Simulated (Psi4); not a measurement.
# A workflow on C2H2FSi (SMILES C#C[SiH]F), part 2 of 2

Psi4 1.11.

**4. What came out**

The summary covers parts 1 to 2.

| quantity | value |
| --- | --- |
| run 1, UB3LYP-D3(BJ)/def2-SVP: total energy at the end | -466.48694 Eh |
| run 1, UB3LYP-D3(BJ)/def2-SVP: dipole moment | 1.80 D |
| run 1, UB3LYP-D3(BJ)/def2-SVP: HOMO energy (highest over α and β) | -6.11 eV |
| run 1, UB3LYP-D3(BJ)/def2-SVP: LUMO energy (lowest over α and β) | -3.11 eV |
| run 1, UB3LYP-D3(BJ)/def2-SVP: dispersion energy | -19.16 kJ/mol |
| run 1, UB3LYP-D3(BJ)/def2-SVP: ⟨S²⟩ | 0.754 |
| run 2, UB3LYP-D3(BJ)/def2-SVP: lowest harmonic wavenumber | 147 cm⁻¹ |
| run 2, UB3LYP-D3(BJ)/def2-SVP: highest harmonic wavenumber | 3453 cm⁻¹ |
| run 2, UB3LYP-D3(BJ)/def2-SVP: zero-point energy | 77.5 kJ/mol |
| run 2, UB3LYP-D3(BJ)/def2-SVP: ideal-gas entropy at 298.15 K (symmetry number 1 as used) | 72.3 cal/(mol K) |

In words: The optimisation (run 1, UB3LYP-D3(BJ)/def2-SVP) took 4 steps and changed the energy by -0.029 eV. All 12 modes (run 2, UB3LYP-D3(BJ)/def2-SVP) are real, so the shape is a minimum at this level.
